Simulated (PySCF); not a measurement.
# GeH6P2: the cost of one run

Programs: PySCF 2.14.0, with routines of our own; each step states its level. All values are computed. Atoms count from 0.

## (1) The starting structure

9 atoms, charge 0, multiplicity 1; geometry from: GFN2-xTB.

## (2) Relaxing the molecule at PBE0-D3(BJ)/def2-SVP

The job: settings as JSON, then the geometry in Å.

```
{"job": {"xc": "PBE0", "basis": "def2-SVP", "d3": "d3bj", "grid": 1, "maxiter": 30, "shake": 0.01, "kind": "geom"}, "charge": 0, "multiplicity": 1}
P      2.003500    -0.112630    -0.378810
Ge    -0.116600     0.895380    -0.268110
P     -1.963350    -0.333370     0.431660
H      1.512150    -1.294580    -0.847010
H      1.931750    -0.516520     0.928800
H     -0.441180     1.496410    -1.627030
H      0.010120     2.134600     0.607150
H     -1.626220    -1.392650    -0.401690
H     -1.252360    -0.893790     1.521320
```

Started as:

```bash
OMP_NUM_THREADS=1 python heavy_run.py task.json out
```

One launch serves the whole session: the jobs run in the order shown.

**Question.** How long does this first job take on 1 thread of Intel Xeon Platinum 8488C, shared host, and how much memory does it need?

About 37 s, with a peak of 0.42 GiB.
